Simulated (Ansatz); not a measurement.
Set up this calculation in Ansatz 0.2.0, as the native input.

```
Task                : single point
Functional          : PBEsol
Potentials or basis : Ansatz PAW
Cutoff              : 420 eV (not typed: the program's choice for these potentials)
k mesh              : 11 × 11 × 11
Occupations         : fermi-dirac, width 0.05 eV
Spin                : collinear spin, ferromagnetic start
Starting moments    : [0.0, 0.0, 0.0, 0.0, 2.0] μB
```

The system is CoAu4.

```
Au Co
1.0
     1.45277    0.83876   11.66605
    -1.45277    0.83876   11.66605
     0.00000   -1.67752   11.66605
Au Co
4 1
Direct
  0.60667 0.60667 0.60667
  0.20228 0.20228 0.20228
  0.79772 0.79772 0.79772
  0.39333 0.39333 0.39333
  0.00000 0.00000 0.00000
```

The cell comes from a database or a generator and needn't be the stable form of this composition.

These files were run (other wordings do the same):

input.yaml

```yaml
crystal:
  lattice:
    - [1.4527740273, 0.8387594757, 11.6660546018]
    - [-1.4527740273, 0.8387594757, 11.6660546018]
    - [0.0, -1.6775189515, 11.6660546018]
  atoms:
    - { symbol: Au, position: [0.606668, 0.606668, 0.606668] }
    - { symbol: Au, position: [0.202283, 0.202283, 0.202283] }
    - { symbol: Au, position: [0.797717, 0.797717, 0.797717] }
    - { symbol: Au, position: [0.393332, 0.393332, 0.393332] }
    - { symbol: Co, position: [0.0, 0.0, 0.0], spin: 2.0 }
hamiltonian:
  xc: pbesol
  pseudopotentials: { kind: paw }
magnetization:
  spin_polarized: true
kpoints:
  mp_grid: { grid: [11, 11, 11] }
scf:
  occupations: { method: fermi_dirac, width: 0.05 }
output:
  forces: true
  stress: true
  eigenvalues: true
  write_density: true
  write_potential: true
  elf: true
  volumetric_format: npy
```

Potentials or basis: Ansatz PAW.

Run with:

```sh
$ ansatz run input.yaml --threads 2 --pin off --max-ram 5632MiB --backend cpu --events-out ev --progress --plain --runs-dir out
```

It gave:

```json
{"Pressure": "-10.2 GPa", "Largest force": "0.016 eV/Å", "Band gap on the k mesh": "none (metal or under the smearing width)", "Net moment": "1.81 μB per cell", "Absolute moment": "2.15 μB per cell", "Site moments": "Au +0.01, -0.01; Co +1.91 μB"}
```

Caveat: the PAW data sets come from PBE, with cores solved anew for the run's functional, which leaves a small shift of forces and pressure.

Wall time 81 s on 2 threads of Arm Neoverse V1, with other jobs on the host, peak memory 1.1 GiB.
